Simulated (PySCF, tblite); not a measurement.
# C7H12OSSi: geometry, infrared bands and NMR shifts

What infrared bands and NMR shifts should C7H12OSSi (`C=C(C)[C@@H]1CS[Si@@H](O)C1=C`) show?

The runs use tblite 0.8.0 and PySCF 2.14.0, with density-fitted response routines of our own; the level of theory stands in each step. All values are computed, except where a source is named. Atoms count from 0, in the outputs and in this text.

## Step 1: The starting structure

22 atoms, charge 0, multiplicity 1; geometry from: force field or distance geometry start.

Bonds of the start (Å): C0–C1 1.35, C1–C2 1.49, C1–C3 1.54, C3–C4 1.57, C4–S5 1.83, S5–Si6 2.14, Si6–O7 1.66, Si6–C8 1.86, C8–C9 1.34, C8–C3 1.53, C0–H10 1.10, C0–H11 1.08, C2–H12 1.08, C2–H13 1.10, C2–H14 1.11, C3–H15 1.09, C4–H16 1.10, C4–H17 1.09, Si6–H18 1.48, O7–H19 0.97, C9–H20 1.09, C9–H21 1.09.

## Step 2: Geometry optimisation with GFN2-xTB

What the job is given:

```
{"job": {"kind": "relax", "xc": "GFN2-xTB", "basis": "xTB"}, "charge": 0, "multiplicity": 1}
C     -1.939400     0.652600     1.502800
C     -1.406700     0.509200     0.273900
C     -1.792600     1.445200    -0.822400
C     -0.413600    -0.593600    -0.122200
C     -0.221100    -1.778200     0.894500
S      0.981600    -1.357800     2.203600
Si     2.057000     0.070600     1.026600
O      3.565400    -0.565400     0.777300
C      0.965600    -0.035200    -0.469700
C      1.351700     0.259100    -1.718000
H     -2.656700     1.453600     1.710400
H     -1.720400     0.002900     2.342900
H     -0.960400     2.072500    -1.120700
H     -2.153100     0.885700    -1.698100
H     -2.613500     2.131500    -0.520100
H     -0.846900    -1.064400    -1.001500
H      0.184100    -2.642100     0.355000
H     -1.167200    -2.097800     1.339000
H      2.104200     1.407900     1.663700
H      3.635300    -1.514100     0.980700
H      2.354100     0.629500    -1.938600
H      0.682300     0.147700    -2.566300
```

Run with:

```sh
$ OMP_NUM_THREADS=1 python probes_run.py task.json out
```

The driver reads the jobs from task.json and runs them one after another.

Output:

```text
step      E/eV     max force
  0    -820.67199    1.593
  1    -820.75211    0.994
  2    -820.78251    0.475
  3    -820.80306    0.445
  4    -820.84209    0.347
  5    -820.85441    0.290
  6    -820.86693    0.351
  7    -820.87383    0.228
  8    -820.88066    0.199
  9    -820.88614    0.165
 10    -820.89115    0.178
 11    -820.89739    0.186
 12    -820.90375    0.199
 13    -820.90846    0.150
 14    -820.91095    0.105
 15    -820.91232    0.093
 16    -820.91333    0.099
 17    -820.91411    0.067
 18    -820.91471    0.054
 19    -820.91532    0.059
 20    -820.91605    0.088
 21    -820.91694    0.100
 22    -820.91800    0.082
 23    -820.91918    0.076
 24    -820.92048    0.087
 25    -820.92195    0.083
 26    -820.92358    0.088
 27    -820.92522    0.104
 28    -820.92656    0.097
 29    -820.92750    0.067
 30    -820.92815    0.061
 31    -820.92869    0.068
 32    -820.92921    0.076
 33    -820.92978    0.061
 34    -820.93051    0.071
 35    -820.93145    0.072
 36    -820.93242    0.079
 37    -820.93344    0.062
 38    -820.93430    0.061
 39    -820.93505    0.056
 40    -820.93571    0.062
 41    -820.93626    0.051
 42    -820.93669    0.043
 43    -820.93710    0.049
 44    -820.93760    0.049
 45    -820.93828    0.066
 46    -820.93913    0.082
 47    -820.94004    0.072
 48    -820.94084    0.064
 49    -820.94165    0.062
 50    -820.94241    0.075
 51    -820.94306    0.052
 52    -820.94351    0.044
 53    -820.94390    0.051
 54    -820.94431    0.071
 55    -820.94479    0.078
 56    -820.94531    0.055
 57    -820.94582    0.056
 58    -820.94628    0.043
 59    -820.94675    0.068
 60    -820.94719    0.060
 61    -820.94762    0.051
 62    -820.94800    0.045
 63    -820.94836    0.047
 64    -820.94869    0.054
 65    -820.94901    0.040
 66    -820.94934    0.050
 67    -820.94971    0.049
 68    -820.95011    0.045
 69    -820.95048    0.043
 70    -820.95071    0.031
 71    -820.95085    0.038
 72    -820.95095    0.031
 73    -820.95108    0.025
 74    -820.95119    0.024
 75    -820.95131    0.024
 76    -820.95144    0.026
 77    -820.95157    0.024
 78    -820.95170    0.028
 79    -820.95182    0.030
 80    -820.95194    0.026
 81    -820.95208    0.030
 82    -820.95220    0.031
 83    -820.95229    0.022
 84    -820.95236    0.017
 85    -820.95244    0.023
 86    -820.95253    0.025
 87    -820.95263    0.029
 88    -820.95272    0.027
 89    -820.95283    0.026
 90    -820.95294    0.022
 91    -820.95302    0.018
 92    -820.95307    0.017
 93    -820.95311    0.016
 94    -820.95316    0.024
 95    -820.95321    0.023
 96    -820.95325    0.014
 97    -820.95328    0.013
 98    -820.95331    0.016
 99    -820.95335    0.024
100    -820.95340    0.022
101    -820.95344    0.013
102    -820.95346    0.013
103    -820.95349    0.015
104    -820.95352    0.018
105    -820.95354    0.012
106    -820.95355    0.007
```

Wall time 2.1 s (1 thread of Arm Neoverse N1, shared host); peak memory 0.18 GiB.

Relaxation path: (not every step is listed)

```tsv
step	energy from step 0 (eV)	largest force (eV/Å)
0	0.0000	1.5929
1	-0.0801	0.9944
2	-0.1105	0.4749
3	-0.1311	0.4451
4	-0.1701	0.3469
5	-0.1824	0.2897
6	-0.1949	0.3510
7	-0.2018	0.2277
8	-0.2087	0.1994
17	-0.2421	0.0666
26	-0.2516	0.0879
35	-0.2595	0.0724
44	-0.2656	0.0489
53	-0.2719	0.0514
62	-0.2760	0.0448
71	-0.2789	0.0385
80	-0.2799	0.0261
89	-0.2808	0.0257
98	-0.2813	0.0155
101	-0.2814	0.0129
102	-0.2815	0.0127
103	-0.2815	0.0146
104	-0.2815	0.0180
105	-0.2815	0.0122
106	-0.2816	0.0068
```

Distances of close pairs at the start and the end, largest changes first:

```tsv
bond	before (Å)	after (Å)	change (Å)
C3–C4	1.573	1.527	-0.046
Si6–O7	1.656	1.621	-0.035
Si6–H18	1.482	1.449	-0.033
Si6–C8	1.855	1.883	+0.028
C2–H14	1.112	1.087	-0.025
C0–C1	1.347	1.323	-0.024
C1–C3	1.536	1.515	-0.021
C3–C8	1.528	1.507	-0.021
```

The final coordinates are the input of the step that follows.

## Step 3: Vibrational analysis with GFN2-xTB

What the job is given:

```
{"job": {"kind": "ir", "xc": "GFN2-xTB", "basis": "xTB"}, "charge": 0, "multiplicity": 1}
C     -1.651000     0.706537     1.531700
C     -1.339293     0.489403     0.264746
C     -1.799762     1.399079    -0.834436
C     -0.472995    -0.659989    -0.209098
C     -0.375082    -1.825371     0.772776
S      0.819571    -1.535929     2.139449
Si     1.881753     0.038948     1.135088
O      3.481057    -0.204777     1.029575
C      0.909022    -0.117037    -0.469368
C      1.360610     0.178107    -1.678971
H     -2.263088     1.546063     1.815863
H     -1.325523     0.072055     2.336084
H     -0.942976     1.786290    -1.385321
H     -2.431527     0.855619    -1.537354
H     -2.365587     2.235773    -0.434007
H     -0.903817    -1.047766    -1.140667
H     -0.026604    -2.719109     0.253331
H     -1.337265    -2.040816     1.234531
H      1.793858     1.303669     1.836986
H      3.859429    -1.057680     0.826562
H      2.348740     0.582618    -1.822473
H      0.770068     0.033700    -2.572024
```

Output:

```text
mode    cm-1     km/mol
  1      43.5      0.12
  2      56.0      1.42
  3     111.0      1.10
  4     132.3      0.47
  5     144.2      2.43
  6     152.7      2.12
  7     190.2     34.70
  8     240.9     90.49
  9     266.2      7.48
 10     294.0      5.11
 11     324.4      6.42
 12     332.1      5.30
 13     411.9     12.67
 14     461.7      7.03
 15     505.4     30.11
 16     529.2     24.01
 17     579.7     95.02
 18     621.1     13.58
 19     654.4     90.53
 20     671.6     18.91
 21     687.7      4.72
 22     707.1      5.32
 23     732.7      8.48
 24     795.2    394.04
 25     821.4      2.43
 26     900.3     67.42
 27     909.7     17.04
 28     917.6     39.95
 29     920.7    157.45
 30     953.9      2.88
 31     987.7      1.81
 32    1012.7      2.79
 33    1044.3      2.71
 34    1067.4      0.71
 35    1131.3      4.57
 36    1200.5     11.72
 37    1217.4     16.34
 38    1226.0      0.71
 39    1256.5     17.23
 40    1312.6      4.00
 41    1398.9      4.00
 42    1418.4      2.13
 43    1424.0      7.53
 44    1460.7      0.81
 45    1481.6      4.65
 46    1488.2      4.13
 47    1686.5      7.65
 48    1727.7     18.94
 49    2373.6    210.73
 50    2903.7     37.49
 51    2970.5     19.98
 52    2996.7     28.12
 53    3003.6     12.14
 54    3012.2     22.28
 55    3049.0     27.13
 56    3065.3     42.26
 57    3107.7     38.00
 58    3109.1     26.12
 59    3143.3     24.85
 60    3642.7     37.29
```

Wall time 2.3 s (1 thread of Arm Neoverse N1, shared host); peak memory 0.18 GiB.

The strongest bands and the atoms that carry them (share of the mass-weighted mode):

```tsv
cm⁻¹	km/mol	atoms
241	90.5	H19 55 %, O7 25 %
580	95.0	H18 61 %, C8 14 %
654	90.5	H18 28 %, Si6 13 %, C4 12 %, C9 10 %
795	394.0	H19 72 %, O7 12 %, H18 10 %
900	67.4	H11 34 %, H10 28 %, C0 19 %
921	157.4	O7 34 %, Si6 29 %
2374	210.7	H18 97 %
3065	42.3	H21 88 %
```

## Step 4: NMR shieldings: PBE0/pcSseg-1

The job, as its differences from that of step 3:

```diff
@@ -1,2 +1,2 @@
-{"job": {"kind": "ir", "xc": "GFN2-xTB", "basis": "xTB"}, "charge": 0, "multiplicity": 1}
+{"job": {"kind": "nmr", "xc": "PBE0", "basis": "pcSseg-1"}, "charge": 0, "multiplicity": 1}
 C     -1.651000     0.706537     1.531700
```

Level: GIAO PBE0/pcSseg-1 NMR shielding, non-relativistic, gas phase.

Output:

```text
coarse grid: 19376 points
cycle   1  E = -1035.9693241994  dE =  1.384e+00  |g| = 7.872e-01  |ddm| = 4.443e+00
cycle   2  E = -1035.8645508130  dE =  1.048e-01  |g| = 1.102e+00  |ddm| = 1.612e+00
cycle   3  E = -1036.0914819817  dE = -2.269e-01  |g| = 1.379e-01  |ddm| = 1.077e+00
cycle   4  E = -1036.0954378173  dE = -3.956e-03  |g| = 4.141e-02  |ddm| = 1.759e-01
cycle   5  E = -1036.0957640734  dE = -3.263e-04  |g| = 2.009e-02  |ddm| = 5.790e-02
cycle   6  E = -1036.0958578037  dE = -9.373e-05  |g| = 5.561e-03  |ddm| = 2.356e-02
cycle   7  E = -1036.0958653815  dE = -7.578e-06  |g| = 9.402e-04  |ddm| = 5.674e-03
final grid: 177800 points
cycle   8  E = -1036.1701549586  dE = -6.255e-05  |g| = 1.094e-02  |ddm| = 4.890e-02
cycle   9  E = -1036.1701351295  dE =  1.983e-05  |g| = 1.429e-02  |ddm| = 2.543e-02
cycle  10  E = -1036.1701828492  dE = -4.772e-05  |g| = 2.142e-03  |ddm| = 1.660e-02
cycle  11  E = -1036.1701838767  dE = -1.028e-06  |g| = 4.264e-04  |ddm| = 2.281e-03
cycle  12  E = -1036.1701839167  dE = -3.997e-08  |g| = 1.828e-04  |ddm| = 5.393e-04
cycle  13  E = -1036.1701839243  dE = -7.598e-09  |g| = 4.245e-05  |ddm| = 2.026e-04
cycle  14  E = -1036.1701839247  dE = -4.363e-10  |g| = 1.212e-05  |ddm| = 7.958e-05
converged SCF energy = -1036.1701839247

GIAO shielding tensors (ppm)
atom      isotropic    diamagn.    paramagn.     s11        s22        s33       span
  0 C       67.572     253.746    -186.174    -34.143     80.061    156.798    190.941
  1 C       35.043     262.697    -227.654    -86.430     34.867    156.691    243.122
  2 C      162.671     246.391     -83.721    140.861    159.887    187.264     46.403
  3 C      129.239     246.477    -117.238    118.062    125.966    143.688     25.626
  4 C      148.313     249.497    -101.183    122.861    155.781    166.298     43.437
  5 S      627.011    1058.848    -431.837    520.483    625.599    734.951    214.468
  6 Si     352.651     879.195    -526.544    305.531    348.014    404.408     98.877
  7 O      294.405     384.581     -90.176    259.218    300.940    323.058     63.839
  8 C       27.002     267.486    -240.485    -77.610     12.765    145.850    223.460
  9 C       55.713     253.243    -197.531    -54.930     62.574    159.494    214.425
 10 H       26.543      31.118      -4.575     23.995     25.486     30.148      6.153
 11 H       25.733      33.198      -7.465     21.642     24.862     30.695      9.053
 12 H       29.526      31.119      -1.593     24.538     30.666     33.376      8.838
 13 H       30.256      29.682       0.575     26.407     28.111     36.252      9.845
 14 H       30.134      29.907       0.227     25.795     28.582     36.025     10.231
 15 H       29.086      35.261      -6.175     25.150     28.872     33.237      8.087
 16 H       28.295      31.771      -3.476     21.730     27.587     35.569     13.839
 17 H       28.785      32.299      -3.514     23.934     27.032     35.388     11.454
 18 H       26.303      29.289      -2.987     21.778     25.783     31.347      9.569
 19 H       30.022      30.470      -0.448     22.202     24.927     42.938     20.735
 20 H       25.959      30.855      -4.896     22.842     24.378     30.658      7.816
 21 H       25.682      32.541      -6.859     21.864     24.916     30.266      8.401
```

It took 2 min on 1 thread of Arm Neoverse N1, shared host; peak memory 1.1 GiB.

The references, computed at this level on geometries of the same kind, shield at (ppm): 1H TMS 31.72, 13C TMS 186.9, 29Si TMS 349.2, 17O H2O 336.1, 33S CS2 504. Their shielding less the atom's gives the shift. The references are single molecules in the gas phase, so shifts against H2O, NH3, PH3, H3PO4 or CFCl3 are not on the usual liquid scales and can be off by tens of ppm. Atoms listed in one row are averaged.

```tsv
atoms	environment	σ (ppm)	δ (ppm)	δ scaled to CDCl3
C8	fully substituted alkene carbon	27.0	159.9	154.2
C1	fully substituted alkene carbon	35.0	151.9	146.3
C9	terminal =CH2 carbon	55.7	131.2	126.1
C0	terminal =CH2 carbon	67.6	119.4	114.6
C3	allylic sp3 CH	129.2	57.7	54.4
C4	sp3 CH2 bonded to S	148.3	38.6	31.4
C2	allylic methyl carbon	162.7	24.3	21.8
H21	hydrogen on a terminal =CH2 carbon	25.68	6.04	5.80
H11	hydrogen on a terminal =CH2 carbon	25.73	5.98	5.75
H20	hydrogen on a terminal =CH2 carbon	25.96	5.76	5.53
H18	hydrogen on a silicon bonded to C, O, S, in a 5-membered ring	26.30	5.41	–
H10	hydrogen on a terminal =CH2 carbon	26.54	5.17	4.98
H16	hydrogen on an sp3 CH2 bonded to S	28.30	3.42	3.33
H17	hydrogen on an sp3 CH2 bonded to S	28.78	2.93	2.87
H15	hydrogen on an allylic sp3 CH	29.09	2.63	2.59
H12, H13, H14	hydrogen on an allylic methyl carbon	29.97	1.74	1.75
H19	hydrogen on an oxygen bonded to Si	30.02	1.69	–
S5	sulfur bonded to C, Si, in a 5-membered ring	627	-123	–
Si6	silicon bonded to C, O, S, H, in a 5-membered ring	352.7	-3.5	–
O7	oxygen bonded to Si, H	294.4	41.7	–
```

The scaled column applies a straight-line fit of computed shieldings to shifts measured in CDCl3, with any fitted terms for Cl, Br or S neighbours (root-mean-square error 0.16 ppm for H, 1.9 ppm for C).

The run also stored atomic charges by several schemes (e):

```tsv
atoms	Mulliken	IAO	Hirshfeld	ESP fit
C0	-0.06	-0.34	-0.11	-0.57
C1	-0.37	0.03	0.02	0.31
C2	-0.13	-0.42	-0.12	-0.53
C3	-0.23	-0.12	-0.03	-0.32
C4	-0.20	-0.33	-0.07	-0.20
S5	-0.32	-0.23	-0.11	-0.35
Si6	0.99	1.05	0.38	0.77
O7	-0.54	-0.78	-0.30	-0.67
C8	-0.51	-0.28	-0.09	-0.07
C9	-0.06	-0.30	-0.09	-0.37
```

Mayer bond orders: C0–C1 1.99, C1–C2 1.06, C1–C3 0.95, C3–C4 1.03, C4–S5 0.98, S5–Si6 0.94, Si6–O7 1.08, Si6–C8 0.81, C8–C9 1.99, C8–C3 0.95.

Ring of atoms C3, C4, S5, Si6, C8: NICS(0) -4.8, NICS(1) -3.4, NICS(1)zz -2.7 ppm (means of both faces).

## Step 5: What came out

```
                                                              quantity                                                           value
                             strongest single infrared mode (GFN2-xTB)                                            795 cm⁻¹, 394 km/mol
                                          zero-point energy (GFN2-xTB)                                                  107.2 kcal/mol
                                13C shifts against TMS (PBE0/pcSseg-1)                159.9, 151.9, 131.2, 119.4, 57.7, 38.6, 24.3 ppm
1H shifts against TMS (PBE0/pcSseg-1, means over atoms taken as alike)  6.04, 5.98, 5.76, 5.41, 5.17, 3.42, 2.93, 2.63, 1.74, 1.69 ppm
                                33S shifts against CS2 (PBE0/pcSseg-1)                                                        -123 ppm
                               29Si shifts against TMS (PBE0/pcSseg-1)                                                        -3.5 ppm
                                17O shifts against H2O (PBE0/pcSseg-1)                                                        41.7 ppm
```

In words: Relaxing lowered the energy by 0.282 eV in 106 steps; the close pair that moved most is C3–C4, from 1.573 to 1.527 Å. No mode is imaginary among the 60: a minimum at this level. The strongest single mode, at 795 cm⁻¹, moves mainly H19. GFN2-xTB is a fitted tight-binding method: band positions and strengths are rough. Its intensities can rank the bands wrongly. At PBE0/pcSseg-1: The widest tensor belongs to C1: span 243 ppm, with a paramagnetic part of -228 ppm.
